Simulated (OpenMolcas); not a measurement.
**Co²⁺ among point charges: CASSCF and CASPT2 levels and susceptibility**

Aim: the splitting of the states of Co²⁺ in the field of 6 point charges, its lowest levels with spin-orbit coupling and its magnetic susceptibility.

Method: state-averaged CASSCF and CASPT2, spin-orbit coupling by RASSI with atomic mean-field integrals. Code: OpenMolcas 26.06.

### 1 Starting point

| Quantity | Value |
| --- | --- |
| Species | Co²⁺ (cobalt, Z = 27, 25 electrons) |
| Basis | ANO-RCC-VDZP [5s4p2d1f], 34 functions |
| Scalar Hamiltonian | DKH2, point nucleus |
| Inactive shells | 1s 2s 2p 3s 3p |
| Active space | 7 electrons in 5 orbitals (3d) |
| Some configurations of this space | 3d7 |
| Orbitals | optimised for each spin and parity, averaged over all roots |

The outer shells:

3d7
```
3d [↑↓][↑↓][↑ ][↑ ][↑ ]
```

The ion sits among 6 point charges of -2 e arranged as an octahedron (Oh), 2.04 Å from the ion.

Each step is its own input file, run in one work folder so that later steps find the files of earlier ones. Labels, J, g values, rates, χT and fits are worked out afterwards by a script from the matrices that RASSI stores. The input lists half of the charges; inversion (Group=XYZ) makes the rest.

### 2 One- and two-electron integrals

The input, a.inp:

```
&GATEWAY
Coord
1

Co 0.0 0.0 0.0
Basis=ANO-RCC-VDZP
Group=XYZ
NoMove
AngMom=0.0 0.0 0.0
AMFI
XField
3 Angstrom 0
2.040000 0.000000 0.000000 -2.000000
0.000000 2.040000 0.000000 -2.000000
0.000000 0.000000 2.040000 -2.000000
&SEWARD
```

Command:

```console
> OMP_NUM_THREADS=1 MOLCAS_MEM=1689 MOLCAS_PROJECT=a pymolcas a.inp > a.log
```

### 3 CASSCF: quartets of even parity, 10 roots

The input, a.inp:

```
&RASSCF
FileOrb=start.orb
Symmetry=1
Spin=4
nActEl=7 0 0
Inactive=3 6
Ras2=5 0
CIRoot=10 10 1
SDav=10
CIMx=300
Iter=120 100
PrWF=0.3
OrbListing=Nothing
MaxOrb=0
>>> COPY $Project.JobIph JOB001
```

start.orb holds the contracted functions of the basis, ordered by shell, or the orbitals of the step before.

### 4 CASSCF: doublets of even parity, 40 roots

The input, a.inp:

```
&RASSCF
FileOrb=start.orb
Symmetry=1
Spin=2
nActEl=7 0 0
Inactive=3 6
Ras2=5 0
CIRoot=40 40 1
SDav=40
CIMx=300
Iter=120 100
PrWF=0.3
OrbListing=Nothing
MaxOrb=0
>>> COPY $Project.JobIph JOB002
```

### 5 State interaction with spin-orbit coupling

The input, a.inp:

```
&RASSI
NrOfJobIphs=2 10 40
1 2 3 4 5 6 7 8 9 10
1 2 3 4 5 6 7 8 9 10 11 12 13 14 15 16 17 18 19 20 21 22 23 24 25 26 27
28 29 30 31 32 33 34 35 36 37 38 39 40
IphNames
JOB001
JOB002
EJob
SpinOrbit
DIPRint=1.0
SOCoupling=1000.0
Subsets=2
Property=9
'ANGMOM' 1 'ANGMOM' 2 'ANGMOM' 3 'MLTPL  1' 1 'MLTPL  1' 2 'MLTPL  1' 3
'AMFI' 1 'AMFI' 2 'AMFI' 3
SOProperty=3
'ANGMOM' 1 'ANGMOM' 2 'ANGMOM' 3
```

### 6 CASPT2: IPEA 0.25, imaginary shift 0.1 (closed shells correlated: 3s 3p)

The input, a.inp:

```
>>> COPY JOB001 $Project.JobIph
&CASPT2
Multistate=10 1 2 3 4 5 6 7 8 9 10
NoMult
Frozen=2 3
IPEA=0.25
Imaginary=0.1
MaxIter=60
WThr=0.0 0.3 0.05
PrWF=0.5
NoMix
>>> COPY JOB002 $Project.JobIph
&CASPT2
Multistate=40 1 2 3 4 5 6 7 8 9 10 11 12 13 14 15 16 17 18 19 20 21 22
23 24 25 26 27 28 29 30 31 32 33 34 35 36 37 38 39 40
NoMult
Frozen=2 3
IPEA=0.25
Imaginary=0.1
MaxIter=60
WThr=0.0 0.3 0.05
PrWF=0.5
NoMix
```

(Steps that only read results are left out.)

Before running it: what results should come out? Wanted: spin-free ground state; first state of the same spin within the active space; lowest level; next level.

**Answer**, as computed:

```
                                            quantity                                                                        value
                                              method  SS-CASPT2, IPEA 0.25, imaginary shift 0.1 (closed shells correlated: 3s 3p)
                              spin-free ground state                                              4T1, 3-fold in its orbital part
first state of the same spin within the active space                                                             4T2 at 4850 cm⁻¹
                                        lowest level                                              2-fold Γ6, g = 4.56, 4.56, 4.56
                                          next level                                                                   361.3 cm⁻¹
                                         χT at 300 K                                                               3.79 cm³ K/mol
                           effective moment at 300 K                                                                      5.50 μB
```

Cost by method:

```tsv
method	time of its own steps	time with the reference
A. CASSCF	7.2 s	7.2 s
B. SS-CASPT2, IPEA 0.25, imaginary shift 0.1, +3s 3p	1.8 s	9 s
```

Times are of one thread on a shared host.

What this shows: The spin-free ground state (4T1) comes to 99 % from free-ion F terms and keeps the highest spin of the shell. χT at 300 K is 3.79, against 1.88 cm³ K/mol for the spin alone, so orbital moment adds to it. An active space of the d shell alone favours high spin; real ions in strong fields can be low spin. A ligand-field fit to the states below 45000 cm-1 gives 10Dq = 5031 cm-1, B = 1052 cm-1 and C = 4161 cm-1 (C/B = 3.95), with a deviation of 634 cm-1. CASPT2 does not keep the components of a term degenerate, and the means are used. The field of point charges can differ much from that of real complexes. With metal d orbitals alone active, the gaps between spin states are rough; where two lie within a few thousand cm-1, their order is open. Point charges carry no covalency, so the field is a model and not that of real ligands.
